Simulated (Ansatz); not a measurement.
Here is an Ansatz 0.2.0 calculation.

The input input.yaml:

```yaml
crystal:
  lattice:
    - [4.19923, 0.11117, 0.16817]
    - [1.916, 3.89132, 0.12568]
    - [1.76085, 1.25259, 6.37266]
  atoms:
    - { symbol: H, position: [0.89145, 0.68202, 0.62796] }
    - { symbol: Pb, position: [0.14426, 0.92872, 0.88352] }
    - { symbol: "N", position: [0.2567, 0.28861, 0.30171] }
    - { symbol: O, position: [0.83108, 0.65056, 0.78405] }
    - { symbol: O, position: [0.38694, 0.2238, 0.11295] }
    - { symbol: O, position: [0.31104, 0.03576, 0.45856] }
    - { symbol: O, position: [0.07726, 0.60633, 0.32275] }
hamiltonian:
  xc: pbe
  pseudopotentials: { kind: paw, azcp: { folder: soft_1 } }
kpoints:
  mp_grid: { grid: [5, 5, 3] }
scf:
  occupations: { method: fermi_dirac, width: 0.05 }
output:
  forces: true
  stress: true
  eigenvalues: true
relax:
  f_tol: 0.01
  max_steps: 40
  cell: { stress_tol: 0.05, p_target: 20.0 }
```

Potentials or basis: Ansatz PAW soft_1.

Command:

```bash
$ ansatz run input.yaml --threads 8 --pin off --max-ram 20480MiB --backend cpu --events-out ev --progress --plain --runs-dir out
```

Question: Predict the relaxed cell.

Answer: a = 3.275 Å, b = 3.275 Å, c = 6.664 Å, α = 74.78°, β = 75.79°, γ = 87.99°.

Question: Predict the space group after relaxing (to 0.05 Å).

Answer: Cm (No. 8).

Question: What does it give for the band gap on the k mesh?

Answer: 2.63 eV, indirect (least direct gap 2.81 eV).

Question: Predict the relaxed volume.

Answer: 9.55 Å³/atom.

Forces on the atoms (eV/Å):
```
H    0.000 -0.001  0.004
Pb   0.000  0.000 -0.001
N   -0.001  0.001  0.002
O    0.000  0.000 -0.007
O    0.001 -0.001 -0.001
O   -0.001  0.001  0.001
O    0.000  0.001  0.000
```

Caveat: the volume moved by over 15 % at a fixed basis, so the end points are rough; odd divisions of the mesh miss points on the zone boundary, where band edges often lie, so the gap on the mesh can be too wide; the plane-wave basis is chosen anew once the cell has moved, so the energies of steps on either side of that aren't comparable; the pressure holds a Pulay correction of +0.6 GPa for the finite cutoff; spin-orbit coupling is left out, which as a rule narrows the gap of such compounds by several tenths of an eV. A k mesh can miss the band edges.
